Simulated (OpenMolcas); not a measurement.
# doublet [H2]−: levels of theory compared

We compute a comparison of 6 runs (UHF/aug-cc-pVTZ, UB3LYP/6-31G*, U-revPBE/aug-cc-pVTZ, UPBE0/aug-cc-pVTZ, ROMP2/aug-cc-pVTZ, ROCCSD(T)/aug-cc-pVTZ) of doublet [H2]−. 

The calculation is run with OpenMolcas 26.06.

## 1. Starting point

The species is [H2]− (2 atoms), meant as a doublet with charge -1. As SMILES of the parent species, `[H][H]`. Geometry: relaxed at PBE0-D4/def2-TZVP. That shape belongs to the parent species and isn't relaxed for this state.

Bond lengths: H1–H2 0.746 Å.

## 2. The energy at UHF/aug-cc-pVTZ (run 1)

Contents of run.input:

```
&gateway
baslib=$CurrDir
coord
2
bohr
H      0.60338955    -0.18746083     0.31274967
H     -0.60338955     0.18746083    -0.31274967
basis=aug-cc-pVTZ
group=NoSym
&seward
&scf
uhf
charge=-1
spin=2
thresholds=1e-10 1e-07 1e-07 1e-05
prorbitals=1
```

The basis set aug-cc-pVTZ is read from a file made from the Basis Set Exchange's data (not shown).

The run is started by

```sh
$ export MOLCAS_MEM=1860
$ pymolcas run.input > run.log
```

Output:

```text
--- Start Module: gateway ---
[...]
--- Stop Module: gateway /rc=_RC_ALL_IS_WELL_ ---
--- Start Module: seward ---
[...]
      Basis functions           46
--- Stop Module: seward /rc=_RC_ALL_IS_WELL_ ---
--- Start Module: scf ---
[...]
       Convergence after  15 Iterations
[...]
::    Total SCF energy                                 -1.0806081522
[...]
      Total spin, S                                     0.5001449188
[...]
      Total electronic charge=    3.000000
      Total            charge=   -1.000000
[...]
      Dipole Moment (debye):
      Origin of the operator (angstrom)=    0.0000    0.0000   -0.0000
                   X=  5.4660E-09               Y= -1.7097E-09               Z=  2.8517E-09           Total=  6.3978E-09
      Center of Charge (angstrom)
[...]
--- Stop Module: scf /rc=_RC_ALL_IS_WELL_ ---
[...]
```

Wall time 1.8 s (1 thread of Arm Neoverse V2, shared host); peak memory 0.38 GiB.

## 3. The energy at UB3LYP/6-31G(d) (Cartesian functions) (run 2)

Contents of mol.inp:

```
* H2 Kohn-Sham DFT
&GATEWAY
BasLib
$CurrDir
BasisSet
H.6-31Gs....
H1 0.319300 -0.099200 0.165500 angstrom
H2 -0.319300 0.099200 -0.165500 angstrom
End of Basis
&SEWARD
GridInput
Grid=UltraFine
End of Grid
&SCF
UHF
Charge
-1
Spin
2
KSDFT
B3LYP
Thresholds
1e-10 1e-07 1e-07 1e-05
PrOrbitals
1 2
```

The basis set 6-31G* is read from a file made from the Basis Set Exchange's data (not shown).

The run is started by

```sh
$ export MOLCAS_MEM=1860
$ pymolcas mol.inp > mol.log
```

Output:

```text
--- Start Module: gateway ---
[...]
--- Stop Module: gateway /rc=_RC_ALL_IS_WELL_ ---
--- Start Module: seward ---
[...]
      Basis functions            4
--- Stop Module: seward /rc=_RC_ALL_IS_WELL_ ---
--- Start Module: scf ---
[...]
       Convergence after  11 Iterations
[...]
::    Total KS-DFT energy                              -0.9642209184
[...]
      Total spin, S                                     0.5000165256
[...]
      Total electronic charge=    3.000000
      Total            charge=   -1.000000
[...]
      Dipole Moment (debye):
      Origin of the operator (angstrom)=   -0.0000    0.0000   -0.0000
                   X=  2.1589E-15               Y= -6.4695E-16               Z=  9.0903E-16           Total=  2.4302E-15
      Center of Charge (angstrom)
[...]
--- Stop Module: scf /rc=_RC_ALL_IS_WELL_ ---
[...]
```

Run time: 2.6 s. Hardware: 1 thread of Arm Neoverse V2, shared host; peak memory 0.37 GiB.

## 4. The energy at U-revPBE/aug-cc-pVTZ (run 3)

Contents of coord.xyz:

```xyz
2

H      0.319300    -0.099200     0.165500
H     -0.319300     0.099200    -0.165500
```

Contents of mol.input:

```
>>> EXPORT MOLCAS_PRINT=2

&gateway
 baslib=$CurrDir
 coord=coord.xyz
 basis=aug-cc-pVTZ
 group=NoSym

&seward
 gridinput
 Grid=UltraFine
 End of Grid

&scf
 uhf
 charge=-1
 spin=2
 ksdft=revPBE
 thresholds=1e-10 1e-07 1e-07 1e-05
 prorbitals=1 1
```

The basis set aug-cc-pVTZ is read from a file made from the Basis Set Exchange's data (not shown).

The run is started by

```sh
$ export MOLCAS_MEM=1860
$ pymolcas mol.input > mol.log
```

Output:

```text
--- Start Module: gateway ---
[...]
--- Stop Module: gateway /rc=_RC_ALL_IS_WELL_ ---
--- Start Module: seward ---
[...]
      Basis functions           46
--- Stop Module: seward /rc=_RC_ALL_IS_WELL_ ---
--- Start Module: scf ---
[...]
       Convergence after  16 Iterations
[...]
::    Total KS-DFT energy                              -1.1407920220
[...]
      Total spin, S                                     0.5000156651
[...]
      Total electronic charge=    3.000000
      Total            charge=   -1.000000
[...]
      Dipole Moment (debye):
      Origin of the operator (angstrom)=   -0.0000    0.0000   -0.0000
                   X=  1.4256E-10               Y= -4.8314E-11               Z=  1.0872E-10           Total=  1.8569E-10
      Center of Charge (angstrom)
[...]
--- Stop Module: scf /rc=_RC_ALL_IS_WELL_ ---
[...]
```

Wall time 6.6 s (1 thread of Arm Neoverse V2, shared host); peak memory 0.38 GiB.

Runs 4 to 5 aren't shown in full; the table further down has their settings and results.

## 5. The energy at ROCCSD(T)/aug-cc-pVTZ (run 6)

Contents of test.input:

```
>>> EXPORT MOLCAS_PRINT=2

&GATEWAY
  BasLib=$CurrDir
  BasisSet
  H.aug-cc-pVTZ....
  H1 0.319300 -0.099200 0.165500 angstrom
  H2 -0.319300 0.099200 -0.165500 angstrom
  End of Basis

&SEWARD

&SCF
  UHF
  Charge=-1
  Spin=2
  Thresholds=1e-10 1e-07 1e-07 1e-05
  PrOrbitals=1 2

&RASSCF
  FileOrb=$Project.UnaOrb
  Spin=2
  Nactel=1 0 0
  Inactive=1
  Ras2=1
  OutOrbitals=Canonical
  OrbListing=Nothing

&MOTRA
  JobIph
  Frozen=0

&CCSDT
  CCT
  Triples=3
  Iterations=80
  Accuracy=1e-08
  Extrapolation=5 4
```

The basis set aug-cc-pVTZ is read from a file made from the Basis Set Exchange's data (not shown).

The run is started by

```sh
$ export MOLCAS_MEM=1860
$ pymolcas test.input > test.log
```

Output:

```text
--- Start Module: gateway ---
[...]
--- Stop Module: gateway /rc=_RC_ALL_IS_WELL_ ---
[...]
      Basis functions           46
[...]
       Convergence after  15 Iterations
[...]
::    Total SCF energy                                 -1.0806081522
[...]
      Total spin, S                                     0.5001449188
[...]
      Number of active orbitals                  1
[...]
      Spin quantum number                      0.5
[...]
      Active orbitals                            1
[...]
      Number of CSFs                             1
[...]
      Number of root(s) required                 1
[...]
      Convergence after  8 iterations
[...]
      printout of CI-coefficients larger than  0.05 for root  1
      energy=      -1.080545
      conf/sym  1     Coeff  Weight
             1  u   1.00000 1.00000
      Natural orbitals and occupation numbers for root  1
      sym 1:   1.000000
      ************************************************************************************************************************
      *                                                    Final results                                                     *
[...]
::    RASSCF root number  1 Total energy:     -1.08054472
[...]
      Total electronic charge=    3.000000
      Total            charge=   -1.000000
[...]
      Dipole Moment (debye):
      Origin of the operator (angstrom)=   -0.0000    0.0000   -0.0000
                   X= -5.9476E-10               Y=  1.8581E-10               Z= -3.0904E-10           Total=  6.9554E-10
      Center of Charge (angstrom)
[...]
--- Start Module: motra ---
[...]
--- Start Module: ccsdt ---
[...]
      Convergence after                    11  Iterations
      Total energy (diff) :      -1.12257435       0.00000000
[...]
 METHOD                       : CCSD+T(CCSD)+<T3(1)WT1>+<T3(1)UT2> = CCSD(T)
[...]
       CCSD     =        -1.1225743501420
[...]
```

Wall time 3 s (1 thread of Arm Neoverse V2, shared host); peak memory 0.38 GiB.

## 6. All runs side by side

```csv
run,level,Cartesian functions,integration grid,energy (Eh),HOMO energy (eV),LUMO energy (eV),⟨S²⟩,wall time
1,UHF/aug-cc-pVTZ,no,–,-1.080608,1.42,4.26,0.750,1.8 s
2,UB3LYP/6-31G* (Cartesian functions),yes,UltraFine,-0.964221,9.01,12.35,0.750,2.6 s
3,U-revPBE/aug-cc-pVTZ,no,UltraFine,-1.140792,2.25,2.64,0.750,6.6 s
4,UPBE0/aug-cc-pVTZ,no,UltraFine,-1.129290,2.01,3.03,0.750,6.3 s
5,ROMP2/aug-cc-pVTZ,no,–,-1.114623,–,–,–,2.7 s
6,ROCCSD(T)/aug-cc-pVTZ,no,–,-1.122761,–,–,–,3 s
```

## 7. What came out

| quantity | value |
| --- | --- |
| run 6: total energy | -1.12276 Eh |
| run 6: (T) correction | -0.19 mEh |

What this shows: Totals of different functionals can't be ranked against each other. In runs 1, 2, 3, 4 the HOMO lies above zero, so the outermost electron may be held by the basis alone. All runs together took 23 s, the longest 6.6 s.
